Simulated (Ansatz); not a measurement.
# BaAs (Pm-3m) in Ansatz: convergence with k mesh

Aim: find how far k mesh must go before the results for BaAs settle, at PBEsol. This setting moves, with any that are tied to it; all else stays.

All numbers are computed with Ansatz 0.2.0; they aren't measurements. Logs are shortened: lines on timing, memory, paths and dates and some standing lists are left out, and cuts for length are marked.

**1. The crystal as given**

It takes space group Pm-3m (No. 221, cubic). The conventional cell has a = 4.025 Å, b = 4.025 Å, c = 4.025 Å, α = 90.00°, β = 90.00°, γ = 90.00°. Around Ba (site symmetry m-3m) lie 8 As at 3.49 Å. Around As (site symmetry m-3m) lie 8 Ba at 3.49 Å.

The cell was built by a generator and needn't be a form met in nature.

**2. With k mesh 2 × 2 × 2**

File input.yaml:

```yaml
crystal:
  lattice:
    - [4.02458559, 0.0, 0.0]
    - [0.0, 4.02458559, 0.0]
    - [0.0, 0.0, 4.02458559]
  atoms:
    - { symbol: Ba, position: [0.0, 0.0, 0.0] }
    - { symbol: As, position: [0.5, 0.5, 0.5] }
hamiltonian:
  xc: pbesol
  pseudopotentials: { kind: paw_fr }
magnetization:
  noncollinear: true
  spin_orbit: true
kpoints:
  mp_grid: { grid: [2, 2, 2] }
scf:
  occupations: { method: gaussian, width: 0.05 }
output:
  forces: true
  stress: true
  eigenvalues: true
```

Potentials or basis: Ansatz PAW.

Run with:

```console
$ ansatz run input.yaml --threads 2 --pin off --max-ram 5632MiB --backend cpu --events-out ev --progress --plain --runs-dir out
```

Log:

```text
Warning: RAYON_NUM_THREADS=2 ignored (pool sized by the plan → 2); use --threads N
Engine: ansatz 0.2.0, aarch64-unknown-linux-gnu
Pseudopotentials: kind: paw_fr
Pseudopotential: Ba, paw_fr, valence charge 10, recommended cutoff 420 eV (normal), Ba.paw.azcp#standard-fr
Pseudopotential: As, paw_fr, valence charge 15, recommended cutoff 420 eV (normal), As.paw.azcp#standard-fr
Functional definition: PBEsol
  exchange = pbesol_x
  correlation = pbesol_c
non-collinear run that drives no moment, with spin-orbit: no starting moment large enough to seed its density (crystal.atoms[].spin), no starting occupations that ask for one, no magnetisation constraint and no magnetic field, so the semilocal B_xc is pinned to zero
Crystal: 2 atoms, lattice volume = 65.187 Å³
Basis set: ecut = 420 eV, 1309 PW (Γ), exchange–correlation on 54×54×54 points (8 copies of the dense FFT grid, shifted against one another)
Bands: 34, of which v1, the nominal top of the filled ones, is band 25 counted from 1 (24 counted from 0)
Symmetry: 48 space group operations + 48 with time reversal
Magnetic group: BNS 221.93 (UNI 1595), of the structure as read, at distance tolerance 4.0e-5 Å
k-points: 4 of 8
Projection manifold: j_resolved (fully-relativistic pseudo-atomic orbitals)
Non-local potential: Ba, projectors of the file, l = 0: 3, l = 1: 4, l = 2: 4, l = 3: 4
Non-local potential: As, projectors of the file, l = 0: 2, l = 1: 4, l = 2: 6, l = 3: 2
PAW form: soft (Blöchl's): semilocal exchange-correlation on the pseudo side does not see the compensation charge
PAW frozen core: Ba, regenerated for the run's functional, and the local potential with it (the file was generated under x = pbe(κ = 0.804, μ = 0.2195149727645171), c = pbe(β = 0.06672455060314922))
PAW frozen core: As, regenerated for the run's functional, and the local potential with it (the file was generated under x = pbe(κ = 0.804, μ = 0.2195149727645171), c = pbe(β = 0.06672455060314922))
PAW one-centre angular grid: Ba, 194 points (default); XC on 64 Gauss nodes
PAW one-centre angular grid: As, 590 points (default); XC on 64 Gauss nodes
Initial density: superposition of atomic densities (chi_scale 0.1, normalization cell, long waves kept (reshape's long-wave potential 0.00 eV rms))
Initial wavefunctions: pseudopotential atomic-orbital guess
Functional: x = pbesol(κ = 0.804, μ = 0.12345679012345678), c = pbesol(β = 0.046)
SCF iter   1: F=—  HF=-10682.565965 eV  |F-HF|=—  |Δ(HF+E_count)|=         —  Δρ=4.50e-2  dr2=3.42e0  dr2_m=0.00e0 (ungated)  ethr=3.10e-3  |M|=0.00e0 ∫|m|=0.00e0 μB  |m|>n=0.0e0 m-floor=0.0e0 τ_xc=0.0e0  β_m=0.30  ⟨swp⟩=14.8  Hψ=585  notcnv=0
preconditioner: auto → Resta (q_TF=auto, 2.326 Å⁻¹)  ε∞=3.2  [insulator: Δε(μ)=0.469 eV  Ē_g=11.270 eV  σ=0.050 eV  W_gap=1.00  n_scr=18 (ndim 8)  ℏωp=16.6 eV  f_vac=0.000  D(μ)=0.00/eV (n_scr^D=0)  ε∞_Penn≈3.2]
spin=Noncollinear: Resta preconditioning applied to the charge; magnetization (m_x, m_y, m_z) channels mix plain (no charge-response kernel on spin).
SCF iter   2: F=—  HF=-10681.747168 eV  |F-HF|=—  |Δ(HF+E_count)|=   8.19e-1  Δρ=2.34e-2  dr2=7.13e-1  dr2_m=0.00e0 (ungated)  ethr=3.10e-3  |M|=0.00e0 ∫|m|=0.00e0 μB  |m|>n=0.0e0 m-floor=0.0e0 τ_xc=0.0e0  β_m=0.41  ⟨swp⟩=4.0  Hψ=153  notcnv=0  defer=12
SCF iter   3: F=—  HF=-10681.542001 eV  |F-HF|=—  |Δ(HF+E_count)|=   2.05e-1  Δρ=1.10e-2  dr2=7.13e-2  dr2_m=0.00e0 (ungated)  ethr=2.85e-3  |M|=0.00e0 ∫|m|=0.00e0 μB  |m|>n=0.0e0 m-floor=0.0e0 τ_xc=0.0e0  β_m=0.71  ⟨swp⟩=3.2  Hψ=96  notcnv=0  defer=12
SCF iter   4: F=—  HF=-10681.536655 eV  |F-HF|=—  |Δ(HF+E_count)|=   5.35e-3  Δρ=2.37e-3  dr2=3.63e-3  dr2_m=0.00e0 (ungated)  ethr=2.85e-4  |M|=0.00e0 ∫|m|=0.00e0 μB  |m|>n=0.0e0 m-floor=0.0e0 τ_xc=0.0e0  β_m=0.70  ⟨swp⟩=3.8  Hψ=110  notcnv=0  defer=10
SCF iter   5: F=—  HF=-10681.537460 eV  |F-HF|=—  |Δ(HF+E_count)|=   8.05e-4  Δρ=9.44e-4  dr2=6.64e-4  dr2_m=0.00e0 (ungated)  ethr=1.45e-5  |M|=0.00e0 ∫|m|=0.00e0 μB  |m|>n=0.0e0 m-floor=0.0e0 τ_xc=0.0e0  β_m=0.85  ⟨swp⟩=2.0  Hψ=124  notcnv=0  defer=10
SCF iter   6: F=—  HF=-10681.537449 eV  |F-HF|=—  |Δ(HF+E_count)|=   1.07e-5  Δρ=1.74e-4  dr2=4.36e-5  dr2_m=0.00e0 (ungated)  ethr=2.66e-6  |M|=0.00e0 ∫|m|=0.00e0 μB  |m|>n=0.0e0 m-floor=0.0e0 τ_xc=0.0e0  β_m=0.78  ⟨swp⟩=2.2  Hψ=90  notcnv=0  defer=10
SCF iter   7: F=—  HF=-10681.537440 eV  |F-HF|=—  |Δ(HF+E_count)|=   9.80e-6  Δρ=6.48e-5  dr2=6.43e-6  dr2_m=0.00e0 (ungated)  ethr=1.74e-7  |M|=0.00e0 ∫|m|=0.00e0 μB  |m|>n=0.0e0 m-floor=0.0e0 τ_xc=0.0e0  β_m=0.89  ⟨swp⟩=2.2  Hψ=112  notcnv=0  defer=10
SCF iter   8: F=—  HF=-10681.537439 eV  |F-HF|=—  |Δ(HF+E_count)|=   4.33e-7  Δρ=1.47e-5  dr2=3.74e-7  dr2_m=0.00e0 (ungated)  ethr=2.57e-8  |M|=0.00e0 ∫|m|=0.00e0 μB  |m|>n=0.0e0 m-floor=0.0e0 τ_xc=0.0e0  β_m=0.94  ⟨swp⟩=2.0  Hψ=76  notcnv=0  defer=10
SCF iter   9: F=-10681.537439 eV  HF=-10681.537439 eV  |F-HF|=7.68e-10  |Δ(HF+E_count)|=   6.65e-8  Δρ=1.02e-6  dr2=1.49e-9  dr2_m=0.00e0 (ungated)  ethr=4.00e-10  |M|=0.00e0 ∫|m|=0.00e0 μB  |m|>n=0.0e0 m-floor=0.0e0 τ_xc=0.0e0  ⟨swp⟩=14.2  Hψ=409  notcnv=0
SCF 1 converged in 9 iterations: F = -10681.537439 eV  dr2 = 1.49e-9
SCF converged after 9 iterations
Magnetization: |M| = 0.0000 μB,  M = (+0.0000, +0.0000, +0.0000) μB
Absolute magnetization: 0.0000 μB (∫|m|)
  site 0: m = (+0.0000, +0.0000, +0.0000) μB, |m| = 0.0000 μB  (R = 1.44 Å)
  site 1: m = (+0.0000, +0.0000, +0.0000) μB, |m| = 0.0000 μB  (R = 1.44 Å)
Free energy (F): -10681.537439 eV
Harris-Foulkes:  -10681.537439 eV  (|F-HF|=7.68e-10)
Internal energy: -10681.530323 eV  (E = F + TS)
E sigma→0 (E₀):  -10681.533881 eV
Entropy (-TS):   -0.007116 eV (-3.558 meV/atom)
Fermi energy:    9.273294 eV
--- Per-component energies (eV) ---
  E_band       = -285.176545
  E_kinetic    = 272.896062
  E_local      = -2236.539884  (includes V_loc(G=0)·N_el)
  E_nonlocal   = -609.977961
  E_hartree    = 1154.951337
  E_xc         = -245.522065
  E_vxc        = -214.778849  (∫ρ·V_xc dr)
  E_paw        = -6938.431720  (= ΣΔE_a)
  E_vpaw       = 193.321947  (= ΣTr[D̂ρ^β])
  E_aug_tail   = 0.000005  (compensation charges beyond the density's cutoff)
  E_ewald      = -2080.028244
  E_core_change = 1.122147  (= ΣΔE_core)
  E_smearing   = -0.007116  (= −TS)
  E_closure    = 0.000000  (closes the sum)
  Σ components = -10681.537439   (vs F -10681.537439, Δ=0.00e0)
--- Forces (eV/Å), atoms counted from 1 ---
  atom   1  Ba     0.00000000    -0.00000000     0.00000000
  atom   2  As     0.00000000     0.00000000    -0.00000000
  max |Σ_I F_I| component: 9.22e-25 eV/Å
--- Stress (GPa, compression-positive) ---
       -0.710414      -0.000000       0.000000
        0.000000      -0.710414       0.000000
       -0.000000       0.000000      -0.710414
  P = ⅓ Tr σ = -0.7104 GPa (-7.104 kbar)
--- Band table (eV) ---
  k-point 0: bands = ["-26.1395", "-26.1395", "-26.1395", "-26.1395", "-25.4119", "-25.4119", "-25.4106", "-25.4106", "-25.4106", "-25.4106", "-19.0543", "-19.0543", "-5.4737", "-5.4737", "-3.3943", "-3.3943", "-3.3943", "-3.3943", "-1.2398", "-1.2398", "8.8712", "8.8712", "9.2734", "9.2734", "9.2734", "9.2734", "9.3817", "9.3817", "9.3817", "9.3817", "11.6887", "11.6887", "13.9408", "13.9408"]
  k-point 1: bands = ["-26.1395", "-26.1395", "-26.1392", "-26.1392", "-25.4121", "-25.4121", "-25.4106", "-25.4106", "-25.4100", "-25.4100", "-19.0001", "-19.0001", "-5.7465", "-5.7465", "-3.9711", "-3.9711", "-3.2975", "-3.2975", "-0.1773", "-0.1773", "5.6251", "5.6251", "8.3281", "8.3281", "8.4856", "8.4856", "10.2891", "10.2891", "13.2893", "13.2893", "14.3865", "14.3865", "14.3942", "14.3942"]
  k-point 2: bands = ["-26.1394", "-26.1394", "-26.1392", "-26.1392", "-25.4124", "-25.4124", "-25.4104", "-25.4104", "-25.4098", "-25.4098", "-18.9490", "-18.9490", "-5.7911", "-5.7911", "-4.0456", "-4.0456", "-3.4560", "-3.4560", "-0.6130", "-0.6130", "7.3442", "7.3442", "7.3931", "7.3931", "9.4410", "9.4410", "9.8565", "9.8565", "11.4640", "11.4640", "11.9750", "11.9750", "12.0281", "12.0281"]
  k-point 3: bands = ["-26.1392", "-26.1392", "-26.1392", "-26.1392", "-25.4126", "-25.4126", "-25.4098", "-25.4098", "-25.4098", "-25.4098", "-18.9012", "-18.9012", "-5.8417", "-5.8417", "-3.8869", "-3.8869", "-3.8869", "-3.8869", "-0.1210", "-0.1210", "5.9277", "5.9277", "6.0599", "6.0599", "6.0599", "6.0599", "13.9718", "13.9718", "14.6180", "14.6180", "14.6180", "14.6180", "15.9265", "15.9265"]
```

Run time: 1.5 s. Hardware: 2 threads of Arm Neoverse V2, shared host; peak memory 0.43 GiB.

What came out:

* Free energy: -10681.5374 eV
* Pressure: -0.7 GPa
* Band gap on the k mesh: none (metal or under the smearing width)

**3. With k mesh 3 × 3 × 3**

Edit input.yaml of step 2 so:

```diff
@@ -15,3 +15,3 @@
 kpoints:
-  mp_grid: { grid: [2, 2, 2] }
+  mp_grid: { grid: [3, 3, 3] }
 scf:
```

Potentials or basis: Ansatz PAW.

Run with:

```console
$ ansatz run input.yaml --threads 2 --pin off --max-ram 5632MiB --backend cpu --events-out ev --progress --plain --runs-dir out
```

Run time: 1.3 s. Hardware: 2 threads of Arm Neoverse V2, shared host; peak memory 0.43 GiB.

What came out:

```yaml
Free_energy: -10682.0831 eV
Pressure: -2.1 GPa
Band_gap_on_the_k_mesh: none (metal or under the smearing width)
```

**4. With k mesh 4 × 4 × 4**

Edit input.yaml of step 3 so:

```diff
@@ -15,3 +15,3 @@
 kpoints:
-  mp_grid: { grid: [3, 3, 3] }
+  mp_grid: { grid: [4, 4, 4] }
 scf:
```

Run with:

```console
$ ansatz run input.yaml --threads 2 --pin off --max-ram 5632MiB --backend cpu --events-out ev --progress --plain --runs-dir out
```

It took 2.4 s on 2 threads of Arm Neoverse V2, shared host; peak memory 0.47 GiB.

Results:

```yaml
Free_energy: -10682.1181 eV
Pressure: -2.2 GPa
Band_gap_on_the_k_mesh: none (metal or under the smearing width)
```

**5. With k mesh 5 × 5 × 5**

Edit input.yaml of step 4 so:

```diff
@@ -15,3 +15,3 @@
 kpoints:
-  mp_grid: { grid: [4, 4, 4] }
+  mp_grid: { grid: [5, 5, 5] }
 scf:
```

Run with:

```console
$ ansatz run input.yaml --threads 2 --pin off --max-ram 5632MiB --backend cpu --events-out ev --progress --plain --runs-dir out
```

Run time: 2.3 s. Hardware: 2 threads of Arm Neoverse V2, shared host; peak memory 0.47 GiB.

What came out:

- Free energy: -10682.1155 eV
- Pressure: -2.2 GPa
- Band gap on the k mesh: none (metal or under the smearing width)

**6. With k mesh 6 × 6 × 6**

Edit input.yaml of step 5 so:

```diff
@@ -15,3 +15,3 @@
 kpoints:
-  mp_grid: { grid: [5, 5, 5] }
+  mp_grid: { grid: [6, 6, 6] }
 scf:
```

Potentials or basis: Ansatz PAW.

Run with:

```console
$ ansatz run input.yaml --threads 2 --pin off --max-ram 5632MiB --backend cpu --events-out ev --progress --plain --runs-dir out
```

It took 4 s on 2 threads of Arm Neoverse V2, shared host; peak memory 0.5 GiB.

Results (log left out):

| Property | Result |
| --- | --- |
| Free energy | -10682.0901 eV |
| Pressure | -2.3 GPa |
| Band gap on the k mesh | none (metal or under the smearing width) |

**7. With k mesh 8 × 8 × 8**

Edit input.yaml of step 6 so:

```diff
@@ -15,3 +15,3 @@
 kpoints:
-  mp_grid: { grid: [6, 6, 6] }
+  mp_grid: { grid: [8, 8, 8] }
 scf:
```

Run with:

```console
$ ansatz run input.yaml --threads 2 --pin off --max-ram 5632MiB --backend cpu --events-out ev --progress --plain --runs-dir out
```

Run time: 6.5 s. Hardware: 2 threads of Arm Neoverse V2, shared host; peak memory 0.54 GiB.

Results (log left out):

| Quantity | Value |
| --- | --- |
| Free energy | -10682.0457 eV |
| Pressure | -2.4 GPa |
| Band gap on the k mesh | none (metal or under the smearing width) |

**8. With k mesh 9 × 9 × 9**

Edit input.yaml of step 7 so:

```diff
@@ -15,3 +15,3 @@
 kpoints:
-  mp_grid: { grid: [8, 8, 8] }
+  mp_grid: { grid: [9, 9, 9] }
 scf:
```

Run with:

```console
$ ansatz run input.yaml --threads 2 --pin off --max-ram 5632MiB --backend cpu --events-out ev --progress --plain --runs-dir out
```

Run time: 6.3 s. Hardware: 2 threads of Arm Neoverse V2, shared host; peak memory 0.53 GiB.

It converged, with:

| Quantity | Value |
| --- | --- |
| Free energy | -10682.0472 eV |
| Pressure | -2.4 GPa |
| Band gap on the k mesh | none (metal or under the smearing width) |

**9. With k mesh 11 × 11 × 11**

Edit input.yaml of step 8 so:

```diff
@@ -15,3 +15,3 @@
 kpoints:
-  mp_grid: { grid: [9, 9, 9] }
+  mp_grid: { grid: [11, 11, 11] }
 scf:
```

Potentials or basis: Ansatz PAW.

Run with:

```console
$ ansatz run input.yaml --threads 2 --pin off --max-ram 5632MiB --backend cpu --events-out ev --progress --plain --runs-dir out
```

It took 9.8 s on 2 threads of Arm Neoverse V2, shared host; peak memory 0.58 GiB.

Results (log left out):

- Free energy: -10682.0486 eV
- Pressure: -2.4 GPa
- Band gap on the k mesh: none (metal or under the smearing width)

**10. Summary**

```
      k mesh  energy less the tightest run, at zero smearing (meV/atom)  pressure (GPa)  SCF cycles  CPU time (s)  peak memory (GiB)
   2 × 2 × 2                                                     256.06           -0.71           9           2.6               0.43
   3 × 3 × 3                                                     -17.54           -2.11           8           2.4               0.43
   4 × 4 × 4                                                     -34.38           -2.16           9           4.6               0.47
   5 × 5 × 5                                                     -34.51           -2.20           8           4.3               0.47
   6 × 6 × 6                                                     -21.89           -2.30           8           7.6                0.5
   8 × 8 × 8                                                       1.42           -2.37           8            13               0.54
   9 × 9 × 9                                                       0.16           -2.38           7            12               0.53
11 × 11 × 11                                                       0.00           -2.35           8            19               0.58
```

Against the tightest run, the energy stays within 1 meV/atom from 9 × 9 × 9 on; the pressure stays within 0.1 GPa from 6 × 6 × 6 on. Meshes of other sizes hit other points, so gaps and Fermi surfaces needn't settle smoothly. The tightest run that finished is the yardstick and may itself not be fully converged.

Caveats: the PAW data sets come from PBE, with cores solved anew for the run's functional, which leaves a small shift of forces and pressure.
